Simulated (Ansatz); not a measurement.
# SnBrF2 radical: basis-set convergence

An exercise on one series of results from a longer session: the logs are not shown, and one member is left open.

Program: Ansatz 0.2.0, Gaussian basis. Level of theory: one geometry, several basis sets. These are calculated values, not measurements.

Plan: PBE0-D4/def2-SVP; ωB97M-V/def2-SVP; PBE0-D4/def2-QZVPP; ωB97M-V/def2-QZVPP; the functionals' def2-TZVPP values are taken from earlier runs.

## The geometry

All runs share one geometry, relaxed beforehand with PBE0-D4 in a triple-zeta def2 set. Sn takes the def2 core potential; no spin-orbit term is included.

SMILES `[F][Sn]([F])[Br]`, 4 atoms, charge 0, spin multiplicity 2.

Atoms are counted from 1 here; the program's logs count them from 0.

Bond lengths: F1–Sn2 1.913 Å, Sn2–F3 1.913 Å, Sn2–Br4 2.481 Å. Angles: F1–Sn2–F3 102.5°, F1–Sn2–Br4 108.5°, F3–Sn2–Br4 108.5°.

The first run:

in.yaml reads:

```yaml
crystal:
  periodic: [false, false, false]
  atoms:
    - {symbol: F, position_ang: [-0.840098, -0.494967, 1.539956]}
    - {symbol: Sn, position_ang: [0.280446, 0.435459, 0.299280]}
    - {symbol: F, position_ang: [1.634708, -0.859318, -0.088173]}
    - {symbol: Br, position_ang: [-1.019556, 0.858626, -1.771465]}
basis:
  gaussian: {orbitals: def2-SVP}
magnetization: {spin_polarized: true, initial_magnetization: 1}
hamiltonian: {xc: pbe0, dispersion: d4}
output: {orbitals: {seedname: orbitals}}
```

The run is started by

```bash
$ ansatz run in.yaml --threads 4 --pin off --events-out ev --progress --plain --max-ram 10444MiB
```

Steps of the session up to this table: PBE0-D4 in def2-SVP; ωB97M-V in def2-SVP; PBE0-D4 in def2-QZVPP; ωB97M-V in def2-QZVPP.

One table of the session follows, with a row left open; its other results are not shown here.

It belongs to the step «Density functionals: the series». 

```
functional       basis  HOMO (eV)  LUMO (eV)
   PBE0-D4    def2-SVP          ?          ?
   PBE0-D4  def2-TZVPP      -8.14      -5.29
   PBE0-D4  def2-QZVPP      -8.15      -5.30
   ωB97M-V    def2-SVP     -10.01      -3.33
   ωB97M-V  def2-TZVPP     -10.19      -3.50
   ωB97M-V  def2-QZVPP     -10.20      -3.54
```

Estimate the missing values for PBE0-D4, def2-SVP.

As computed: HOMO (eV): -8.01; LUMO (eV): -5.18. In the column «HOMO (eV)» it is the highest.
